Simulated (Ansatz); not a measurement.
# HfB2: the cost of one run

Program: Ansatz 0.2.0. Level of theory: DFT PBEsol, scalar-relativistic. These are calculated values, not measurements.

## Step 1: Starting point

The structure is hexagonal, space group P6/mmm (No. 191). The conventional cell has a = 3.140 Å, b = 3.140 Å, c = 3.480 Å, α = 90.00°, β = 90.00°, γ = 120.00°. Around Hf (site symmetry 6/mmm) lie 12 B at 2.51 Å. B (site symmetry -6m2) is surrounded by 3 B at 1.81 Å and 6 Hf at 2.51 Å.

Structure file:

```cif
data_structure
_symmetry_space_group_name_H-M 'P6/mmm'
_symmetry_Int_Tables_number 191
_cell_length_a 3.1400
_cell_length_b 3.1400
_cell_length_c 3.4800
_cell_angle_alpha 90.000
_cell_angle_beta 90.000
_cell_angle_gamma 120.000
_cell_volume 29.71
loop_
_atom_site_label
_atom_site_type_symbol
_atom_site_symmetry_multiplicity
_atom_site_Wyckoff_symbol
_atom_site_fract_x
_atom_site_fract_y
_atom_site_fract_z
_atom_site_occupancy
Hf1 Hf 1 a 0.00000 0.00000 0.00000 1
B1 B 2 d 0.33333 0.66667 0.50000 1
```

The file gives the conventional cell by its symmetry; the runs use the cell typed in the input.

Atoms are numbered in the order of the input: Hf1, B2, B3.

## Step 2: Volume × 0.94, LAPW

The input, input.yaml:

```yaml
crystal:
  lattice:
    - [3.0759004798, 0.0, 0.0]
    - [-1.53795024, 2.663807955, 0.0]
    - [0.0, 0.0, 3.4089596583]
  atoms:
    - { symbol: Hf, position: [0.0, 0.0, 0.0] }
    - { symbol: B, position: [0.3333333333, 0.6666666667, 0.5] }
    - { symbol: B, position: [0.6666666667, 0.3333333333, 0.5] }
kpoints:
  mp_grid: { grid: [15, 15, 12] }
  band_path:
    path:
      - [0.0, 0.0, 0.0]
      - [0.5, 0.0, 0.0]
      - [0.3333333333, 0.3333333333, 0.0]
      - [0.0, 0.0, 0.0]
      - [0.0, 0.0, 0.5]
      - [0.5, 0.0, 0.5]
      - [0.3333333333, 0.3333333333, 0.5]
      - [0.0, 0.0, 0.5]
      - [0.5, 0.0, 0.5]
    npoints: 5
scf:
  occupations: { method: fermi_dirac, width: 0.03 }
hamiltonian:
  xc: pbesol
  pseudopotentials: { kind: all_electron, lapw: { basis_error: 0.001 } }
output:
  forces: true
  stress: true
  eigenvalues: true
```

Run with:

```bash
$ ansatz run input.yaml --threads 1 --pin off --max-ram 4096MiB --backend cpu --events-out ev --progress --plain --runs-dir out
```

What time and memory should one allow on 1 thread of Arm Neoverse V1, shared host?

About 47 s, with a peak of 0.66 GiB.
